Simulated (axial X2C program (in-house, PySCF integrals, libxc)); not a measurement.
# RbH⁺: bond curves with and without spin–orbit coupling

What are the state, bond length, wavenumber and bond energy of RbH⁺, and what does spin–orbit coupling change?

Method: all-electron X2C, Rb dyall-cv3z, H dyall-v3z; program: an in-house X2C program for linear molecules on PySCF integrals.

All values are calculated.

## 1. Set-up

task.json reads:

```json
{"zs": [37, 1], "q": 1, "bas": ["dyall-cv3z", "dyall-v3z"], "levels": ["PBE0", "HF", "PW91"], "cc": true, "r0": 2.42, "thr": -2.0, "nmax": 90, "npts": 10, "nst": 2, "ntry": 6}
```

Keys: zs atomic numbers; q charge; bas basis sets; levels methods (HF also brings MP2); cc coupled cluster on or off; r0 starting distance in Å; thr threshold in hartree for freezing inner shells (an s shell follows its p shell); nmax most natural virtual spinors; npts points asked for on the curve; nst determinants followed; ntry starts of the search.

The run is started by

```
python so2c.py task.json out
```

Spin-free means the one-electron spin-free X2C Hamiltonian; two-component (2c) means X2C with spin–orbit coupling and atomic mean-field two-electron Coulomb and Gaunt terms. Basis: Rb dyall-cv3z contracted to [12s13p8d4f1g], H dyall-v3z contracted to [6s2p1d]; Gaussian nuclei, density fitting. Masses: Rb 84.912 u, H 1.008 u.

Notation: σ, π±, δ± give the projection m of an orbital's angular momentum (0, ±1, ±2), α and β its spin, Λ and M_S the sums; ω is the projection of a spinor's total angular momentum and Ω the sum. Logs are in hartree.

The results follow Hamiltonian by Hamiltonian and level by level.

## 2. State search with PBE0

PBE0 moves the distance from 2.420 Å to 3.293 Å and compares determinants there.

Spin-free determinants:

| ΔE (eV) | state | open shells |
| --- | --- | --- |
| 0.00 | M_S = 1/2, Λ = 0 | beyond closed shells: σα |

Two-component determinants:

```tsv
ΔE (eV)	state	open shells
0.00	Ω = 1/2	excess of +ω over −ω: ω = 1/2
```

## 3. PBE0, spin-free

State followed: M_S = 1/2, Λ = 0 (beyond closed shells: σα). The scan is laid around 3.293 Å, a first estimate of the minimum, and this SCF restarts from the orbitals of the search.

The SCF at the reference distance of 3.293 Å:

```text
spin-free X2C-1e  PBE0
basis functions 145  fitting functions 769  grid points 5076
iter        total energy     max residual
   1      -2981.072324049     9.75e-05
   2      -2981.072324073     7.81e-05
   3      -2981.072324113     3.19e-06
   4      -2981.072324113     1.52e-06
converged
one-electron -4136.82343306  Coulomb 1251.30731141  exact exchange -24.98279753  xc functional -76.51921629  nuclear repulsion 5.94581136
```

Along the bond, energies from the lowest point:

```tsv
R (Å)	E (eV)	μ (D)	HOMO (eV)	LUMO (eV)	iterations
2.865	0.0199	0.24	-14.15	-5.66	6
2.997	0.0077	0.22	-13.96	-5.52	6
3.095	0.0028	0.21	-13.82	-5.45	6
3.194	0.0005	0.19	-13.69	-5.41	6
3.293	0.0000	0.17	-13.56	-5.39	4
3.408	0.0009	0.14	-13.41	-5.37	6
3.523	0.0029	0.11	-13.27	-5.36	6
3.672	0.0062	0.08	-13.11	-5.35	6
3.853	0.0107	0.04	-12.92	-5.37	6
4.116	0.0167	-0.01	-12.67	-5.39	8
```

Dipoles are positive if H is the positive end and refer to the centre of mass.

Outer orbitals at the reference distance:

```tsv
symmetry	occupied	ε (eV)	atomic character
σα	yes	-23.30	100% Rb p
π-α	yes	-23.29	100% Rb p
π+α	yes	-23.29	100% Rb p
π+β	yes	-23.29	100% Rb p
π-β	yes	-23.29	100% Rb p
σβ	yes	-23.28	100% Rb p
σα	yes	-13.56	91% H s, 4% Rb p, 3% Rb d
σβ	no	-5.39	96% Rb s, 4% H s
σα	no	-5.27	96% Rb s
π-α	no	-3.38	79% Rb p, 19% Rb d
π+α	no	-3.38	79% Rb p, 19% Rb d
```

PBE0 fields in the half plane through the axis: z from -2.4 to 5.4 Å across, distance from the axis 0.15 to 2.25 Å upwards; Rb lies at z = 0 and H at z = 3.293 Å; the ELF is damped to zero where the density is low.

log10 density (e/bohr³). Ten even steps from '0' (-6.01 ) to '9' (1.50 ):
```
001122233322222222222211100
011223333333322222333222110
112334444444333333333332211
123344555554433334444433221
223445666665443444454443322
233456677766544445555544322
234556778776554455666554332
234566789876654456676554332
```

ELF. Ten even steps from '0' (0.00 ) to '9' (1.00 ):
```
000000000000000000000000000
000000000000000000000000000
000001223220000025787410000
000013566643000079999972000
000136788875200299999998100
000257887887400499999999500
001468722278610599999999810
001478463648710699999999920
```

Re = 3.277 Å, ωe = 191.2 cm⁻¹, ωexe = 31.7 cm⁻¹, Be = 1.576 cm⁻¹, De = 0.037 eV, μ = 0.17 D.

## 4. HF, spin-free

The SCF at the reference distance of 3.293 Å:

```text
spin-free X2C-1e  HF
basis functions 145  fitting functions 769  grid points 5076
iter        total energy     max residual
   1      -2979.501500404     2.49e-01
   2      -2979.513124735     5.63e-03
   3      -2979.513247459     1.75e-03
   4      -2979.513256009     8.71e-04
   5      -2979.513257216     8.21e-05
   6      -2979.513257274     2.41e-05
   7      -2979.513257277     4.89e-06
   8      -2979.513257277     7.79e-07
converged
one-electron -4136.68804541  Coulomb 1251.21059641  exact exchange -99.98161963  xc functional 0.00000000  nuclear repulsion 5.94581136
```

Re = 3.460 Å, ωe = 151.2 cm⁻¹, ωexe = 39 cm⁻¹, Be = 1.414 cm⁻¹, De = 0.021 eV, μ = 0.06 D.

## 5. PW91, spin-free

The SCF at the reference distance of 3.293 Å:

```text
spin-free X2C-1e  PW91
basis functions 145  fitting functions 769  grid points 5076
iter        total energy     max residual
   1      -2981.586638319     1.17e-01
   2      -2981.588901837     2.82e-03
   3      -2981.588907687     1.09e-03
   4      -2981.588911016     4.42e-04
   5      -2981.588911129     8.82e-05
   6      -2981.588911138     1.11e-05
converged
one-electron -4136.81198314  Coulomb 1251.28758223  exact exchange 0.00000000  xc functional -102.01032159  nuclear repulsion 5.94581136
```

Re = 3.260 Å, ωe = 198.0 cm⁻¹, ωexe = 28 cm⁻¹, Be = 1.592 cm⁻¹, De = 0.047 eV, μ = 0.21 D.

## 6. Correlated methods, spin-free

Correlated methods: 9 electrons correlated (frozen shells, counted by type: Rb 3 s, 2 p, 1 d; H none), 195 virtual spinors in MP2, 67 natural virtuals in coupled cluster.

Output of the correlated part at 3.293 Å:

```text
correlated 9  virtual 195  natural virtual 67  E(MP2) -0.183971430  MP2 remainder -0.002775155
iter   CCSD correlation   residual
   1     -0.194085466   4.93e-02
   2     -0.196894436   1.12e-02
   3     -0.196920434   1.54e-03
   4     -0.196920162   2.62e-04
   5     -0.196919111   3.11e-05
   6     -0.196919124   5.27e-06
(T) -0.005224470  T1 0.0021  D1 0.0044  max T2 0.051
```

T1 in the output is the amplitude norm over the root of the electron number; divide by √2 for the Lee–Taylor value.

MP2: Re = 3.265 Å, ωe = 193.4 cm⁻¹, Be = 1.588 cm⁻¹, De = 0.032 eV.

CCSD: Re = 3.256 Å, ωe = 196.3 cm⁻¹, ωexe = 37 cm⁻¹, Be = 1.597 cm⁻¹, De = 0.032 eV. T1 at Re = 0.002 (Lee–Taylor, the printed value over √2).

CCSD(T): Re = 3.250 Å, ωe = 196.4 cm⁻¹, ωexe = 39.1 cm⁻¹, Be = 1.602 cm⁻¹, De = 0.033 eV. T1 at Re = 0.002 (Lee–Taylor, the printed value over √2).

## 7. The spin-free curves together

Energy (eV) of the followed determinant, spin-free, from each level's lowest point:

```tsv
R (Å)	PBE0	HF	MP2	CCSD	CCSD(T)	PW91
2.865	0.020	0.037	0.020	n/a	n/a	0.019
2.997	0.008	0.018	0.007	0.007	0.006	0.007
3.095	0.003	0.010	0.002	0.002	0.002	0.002
3.194	0.001	0.004	0.000	0.000	0.000	0.000
3.293	0.000	0.001	0.000	0.000	0.000	0.000
3.408	0.001	0.000	0.001	0.001	0.001	0.001
3.523	0.003	0.000	0.003	0.003	0.003	0.004
3.672	0.006	0.001	0.006	0.007	0.007	0.007
3.853	0.011	0.004	0.010	n/a	n/a	0.012
4.116	0.017	0.007	0.016	n/a	n/a	0.020
```

## 8. PBE0, 2c

State followed: Ω = 1/2 (excess of +ω over −ω: ω = 1/2). The scan is laid around 3.293 Å, a first estimate of the minimum, and this SCF restarts from the orbitals of the search.

The SCF at the reference distance of 3.293 Å:

```text
two-component X2C + atomic mean field  PBE0
basis functions 145  fitting functions 769  grid points 5076
iter        total energy     max residual
   1      -2979.990535861     2.18e-05
   2      -2979.990535861     1.09e-06
converged
one-electron -4133.98474444  Coulomb 1250.71735190  exact exchange -24.97190970  xc functional -76.48613254  nuclear repulsion 5.94581136  atomic mean-field constant -1.21091244
```

Along the bond, energies from the lowest point:

```tsv
R (Å)	E (eV)	μ (D)	HOMO (eV)	LUMO (eV)	iterations
2.865	0.0199	0.24	-14.15	-5.66	6
2.997	0.0077	0.22	-13.96	-5.52	6
3.095	0.0028	0.21	-13.82	-5.46	6
3.194	0.0005	0.19	-13.69	-5.42	6
3.293	0.0000	0.17	-13.56	-5.39	2
3.408	0.0010	0.14	-13.41	-5.37	6
3.523	0.0029	0.12	-13.27	-5.36	6
3.672	0.0062	0.08	-13.11	-5.35	6
3.853	0.0107	0.04	-12.92	-5.37	6
4.116	0.0167	-0.01	-12.67	-5.39	8
```

Dipoles are positive if H is the positive end and refer to the centre of mass.

Outer spinors at the reference distance:

```json
{"ω": "1/2", "occupied": "yes", "ε (eV)": "-23.88", "atomic character": "100% Rb p", "λ mixture": "66% π, 34% σ"}
{"ω": "-1/2", "occupied": "yes", "ε (eV)": "-23.88", "atomic character": "100% Rb p", "λ mixture": "67% π, 33% σ"}
{"ω": "1/2", "occupied": "yes", "ε (eV)": "-23.00", "atomic character": "100% Rb p", "λ mixture": "66% σ, 34% π"}
{"ω": "3/2", "occupied": "yes", "ε (eV)": "-22.99", "atomic character": "100% Rb p", "λ mixture": "100% π"}
{"ω": "-3/2", "occupied": "yes", "ε (eV)": "-22.99", "atomic character": "100% Rb p", "λ mixture": "100% π"}
{"ω": "-1/2", "occupied": "yes", "ε (eV)": "-22.99", "atomic character": "100% Rb p", "λ mixture": "67% σ, 33% π"}
{"ω": "1/2", "occupied": "yes", "ε (eV)": "-13.56", "atomic character": "91% H s, 4% Rb p, 3% Rb d", "λ mixture": "100% σ"}
{"ω": "-1/2", "occupied": "no", "ε (eV)": "-5.39", "atomic character": "96% Rb s, 4% H s", "λ mixture": "100% σ"}
{"ω": "1/2", "occupied": "no", "ε (eV)": "-5.27", "atomic character": "96% Rb s", "λ mixture": "100% σ"}
{"ω": "-1/2", "occupied": "no", "ε (eV)": "-3.40", "atomic character": "81% Rb p, 17% Rb d", "λ mixture": "96% π, 4% σ"}
{"ω": "3/2", "occupied": "no", "ε (eV)": "-3.37", "atomic character": "78% Rb p, 21% Rb d", "λ mixture": "100% π"}
```

PBE0 fields in the half plane through the axis: z from -2.4 to 5.4 Å across, distance from the axis 0.15 to 2.25 Å upwards; Rb lies at z = 0 and H at z = 3.293 Å; the ELF is damped to zero where the density is low.

log10 density (e/bohr³). Ten even steps from '0' (-6.01 ) to '9' (1.50 ):
```
001122233322222222222211100
011223333333322222333222110
112334444444333333333332211
123344555554433334444433221
223445666665443444454443322
233456677766544445555544322
234556778776554455666554332
234566789876654456676554332
```

ELF. Ten even steps from ' ' (0.00 ) to '@' (1.00 ):
```
                                                      
                                                      
          ..::::--::::          ::++##%%##==..        
        ..--++******==--        ##@@@@@@@@@@##::      
      ..--**##%%%%%%##++::    ::@@@@@@@@@@@@@@%%..    
      ::++##%%%%##%%%%##==    ==@@@@@@@@@@@@@@@@++    
    ..==**%%##::::::##%%**..  ++@@@@@@@@@@@@@@@@%%..  
    ..==##%%==**--**==%%##..  **@@@@@@@@@@@@@@@@@@::  
```

Re = 3.277 Å, ωe = 191.2 cm⁻¹, ωexe = 31.6 cm⁻¹, Be = 1.576 cm⁻¹, De = 0.037 eV, μ = 0.17 D.

## 9. HF, 2c

The SCF at the reference distance of 3.293 Å:

```text
two-component X2C + atomic mean field  HF
basis functions 145  fitting functions 769  grid points 5076
iter        total energy     max residual
   1      -2978.420132429     2.58e-01
   2      -2978.431752994     5.63e-03
   3      -2978.431876111     1.81e-03
   4      -2978.431884674     8.72e-04
   5      -2978.431885883     8.22e-05
   6      -2978.431885942     2.41e-05
   7      -2978.431885944     4.88e-06
   8      -2978.431885944     7.81e-07
converged
one-electron -4133.84938547  Coulomb 1250.62069352  exact exchange -99.93809292  xc functional 0.00000000  nuclear repulsion 5.94581136  atomic mean-field constant -1.21091244
```

Re = 3.460 Å, ωe = 151.1 cm⁻¹, ωexe = 39 cm⁻¹, Be = 1.414 cm⁻¹, De = 0.021 eV, μ = 0.06 D.

## 10. PW91, 2c

The SCF at the reference distance of 3.293 Å:

```text
two-component X2C + atomic mean field  PW91
basis functions 145  fitting functions 769  grid points 5076
iter        total energy     max residual
   1      -2980.504456236     1.20e-01
   2      -2980.506719474     2.82e-03
   3      -2980.506725312     1.09e-03
   4      -2980.506728632     4.42e-04
   5      -2980.506728745     8.84e-05
   6      -2980.506728754     1.10e-05
converged
one-electron -4133.97313778  Coulomb 1250.69745129  exact exchange 0.00000000  xc functional -101.96594118  nuclear repulsion 5.94581136  atomic mean-field constant -1.21091244
```

Re = 3.260 Å, ωe = 198.0 cm⁻¹, ωexe = 28 cm⁻¹, Be = 1.593 cm⁻¹, De = 0.047 eV, μ = 0.21 D.

## 11. Correlated methods, 2c

Correlated methods: 9 electrons correlated (frozen shells, counted by type: Rb 3 s, 2 p, 1 d; H none), 195 virtual spinors in MP2, 67 natural virtuals in coupled cluster.

Output of the correlated part at 3.293 Å:

```text
correlated 9  virtual 195  natural virtual 67  E(MP2) -0.183954950  MP2 remainder -0.002771680
iter   CCSD correlation   residual
   1     -0.194070821   4.93e-02
   2     -0.196882206   1.12e-02
   3     -0.196908120   1.54e-03
   4     -0.196907854   2.63e-04
   5     -0.196906798   3.13e-05
   6     -0.196906812   5.32e-06
(T) -0.005225098  T1 0.0021  D1 0.0045  max T2 0.052
```

MP2: Re = 3.265 Å, ωe = 193.4 cm⁻¹, Be = 1.587 cm⁻¹, De = 0.032 eV.

CCSD: Re = 3.256 Å, ωe = 196.3 cm⁻¹, ωexe = 37 cm⁻¹, Be = 1.596 cm⁻¹, De = 0.032 eV. T1 at Re = 0.002 (Lee–Taylor, the printed value over √2).

CCSD(T): Re = 3.250 Å, ωe = 196.4 cm⁻¹, ωexe = 39.1 cm⁻¹, Be = 1.602 cm⁻¹, De = 0.033 eV. T1 at Re = 0.002 (Lee–Taylor, the printed value over √2).

## 12. The 2c curves together

Energy (eV) of the followed determinant, 2c, from each level's lowest point:

```tsv
R (Å)	PBE0	HF	MP2	CCSD	CCSD(T)	PW91
2.865	0.020	0.037	0.020	n/a	n/a	0.019
2.997	0.008	0.018	0.007	0.007	0.006	0.007
3.095	0.003	0.010	0.002	0.002	0.002	0.002
3.194	0.001	0.004	0.000	0.000	0.000	0.000
3.293	0.000	0.001	0.000	0.000	0.000	0.000
3.408	0.001	0.000	0.001	0.001	0.001	0.001
3.523	0.003	0.000	0.003	0.003	0.003	0.004
3.672	0.006	0.001	0.006	0.007	0.007	0.007
3.853	0.011	0.004	0.010	n/a	n/a	0.012
4.116	0.017	0.007	0.016	n/a	n/a	0.020
```

Time for the job: 42 s (1 thread of Arm Neoverse V1, shared host); peak memory 0.42 GiB.

## 13. Results

Lowest determinant that the search found at its distance, spin-free: M_S = 1/2, Λ = 0 (beyond closed shells: σα).

Lowest determinant that the search found at its distance, 2c: Ω = 1/2 (excess of +ω over −ω: ω = 1/2).

```
Hamiltonian    level  Re (Å)  ωe (cm⁻¹)  De (eV)  μ (D)
  spin-free     PBE0   3.277      191.2    0.037   0.17
  spin-free       HF   3.460      151.2    0.021   0.06
  spin-free      MP2   3.265      193.4    0.032    n/a
  spin-free     CCSD   3.256      196.3    0.032    n/a
  spin-free  CCSD(T)   3.250      196.4    0.033    n/a
  spin-free     PW91   3.260      198.0    0.047   0.21
         2c     PBE0   3.277      191.2    0.037   0.17
         2c       HF   3.460      151.1    0.021   0.06
         2c      MP2   3.265      193.4    0.032    n/a
         2c     CCSD   3.256      196.3    0.032    n/a
         2c  CCSD(T)   3.250      196.4    0.033    n/a
         2c     PW91   3.260      198.0    0.047   0.21
```

Dipoles are positive if H is the positive end and refer to the centre of mass.

Time per point (s) on 1 thread of Arm Neoverse V1, shared host (2c runs; CCSD comes with the CCSD(T) run); the times are rough: PBE0 0.27, HF 0.19, MP2 0.27, CCSD(T) 1.1, PW91 0.18.

At CCSD(T), going from spin-free to two-component changes Re by 0 mÅ, ωe by 0.0 %, which is small (part of it comes from the scalar share of the two-electron terms). De moves by 0.00 eV; both De rest on single-determinant atoms, which can miss part of an open shell's spin–orbit lowering.

De refers to Rb+ + H, each in the lowest determinant found, which need not be this curve's own limit. The state is a single determinant with fixed occupations, the lowest that a limited PBE0 search found. De is counted from the lowest determinant-based energies of the atoms at the same level, without counterpoise correction. Density functionals use the spin component along the axis (collinear). CCSD and (T) use frozen natural virtuals with an MP2 correction for the truncation.
